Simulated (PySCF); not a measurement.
# From one method to the next for TeP

Aim: see what other levels and later steps give for TeP.

Computed with PySCF 2.14.0. Level: method and basis as typed in the scripts.

8 further runs of the same task are left out: 1 for a known fault of the program, 7 that didn't finish.

## Step 1: The system as given

TeP: 2 atoms, charge 0, spin multiplicity 2.

Bond lengths: Te1–P2 2.385 Å.

## Step 2: Base script

input.py reads:

```python
from pyscf import gto, dft

mol = gto.M(
    atom='Te 0 0 0; P 0 0 2.385',
    basis='sbkjc',
    ecp={'Te': 'sbkjc', 'P': 'sbkjc'},
    charge=0,
    spin=1,
    verbose=3,
)
mf = dft.UKS(mol, xc='pbe0')
mf.kernel()
mf.stability(internal=True, external=True)
mf.dip_moment()
print('orbital energies (hartree):', [e[max(0, n-3):n+3].round(4) for e, n in zip(mf.mo_energy, mol.nelec)])
```

On the command line:

```bash
> python input.py
```

Its log is not repeated here.

In short: E(SCF) = -14.535952 Eh, ⟨S²⟩ = 0.891, μ = 0.52 D, internal stable; real -> complex unstable; UHF/UKS -> GHF/GKS unstable.

The bond length is a typed value, not an optimised one.

## Step 3: MP2 (UHF)

Run 1 changes step after the SCF: stability → mp2; SCF type: UKS → UHF; functional: pbe0 → none (Hartree–Fock).

input.py reads:

```python
from pyscf import gto, scf, mp

mol = gto.M(
    atom='Te 0 0 0; P 0 0 2.385',
    basis='sbkjc',
    ecp={'Te': 'sbkjc', 'P': 'sbkjc'},
    charge=0,
    spin=1,
    verbose=3,
)
mf = scf.UHF(mol)
mf.kernel()
mp.MP2(mf).kernel()
mf.dip_moment()
print('orbital energies (hartree):', [e[max(0, n-3):n+3].round(4) for e, n in zip(mf.mo_energy, mol.nelec)])
```

On the command line:

```bash
> python input.py
```

## Step 4: Geometry optimisation

Run 2 changes step after the SCF: stability → optimize.

input.py reads:

```python
from pyscf import gto, dft
from pyscf.geomopt.geometric_solver import optimize

mol = gto.M(
    atom='Te 0 0 0; P 0 0 2.385',
    basis='sbkjc',
    ecp={'Te': 'sbkjc', 'P': 'sbkjc'},
    charge=0,
    spin=1,
    verbose=3,
)
mf = dft.UKS(mol, xc='pbe0')
mf.kernel()
g = mf.nuc_grad_method()
g.grid_response = True
mol_eq = optimize(g.as_scanner(), maxsteps=30)
print('optimised geometry (angstrom)')
print(mol_eq.tostring('raw'))
print('orbital energies (hartree):', [e[max(0, n-3):n+3].round(4) for e, n in zip(mf.mo_energy, mol.nelec)])
```

## Step 5: Mn15

Run 3 changes functional: pbe0 → mn15.

Changes to input.py since step 2:

```diff
@@ -10,3 +10,3 @@
 )
-mf = dft.UKS(mol, xc='pbe0')
+mf = dft.UKS(mol, xc='mn15')
 mf.kernel()
```

Q: Predict the outcome of this session. Wanted: for each run, E(SCF); from base; SCF dipole; after the SCF.

The runs gave:

```csv
run,E(SCF) (hartree),from base (eV),SCF dipole (D),after the SCF
base,-14.535952,0,0.52,"unstable: real -> complex, UHF/UKS -> GHF/GKS"
MP2 (UHF),-14.150149,not comparable,0.09,MP2 correlation -2.455 eV
geometry optimisation,-14.535952,0.0000,n/a,"bond 2.372 Å, -0.001 eV"
mn15,-14.436300,not comparable,0.71,"unstable: real -> complex, UHF/UKS -> GHF/GKS"
```

SCF columns refer to the geometry typed in the script.

What this shows: A lower total energy from another functional means nothing by itself.
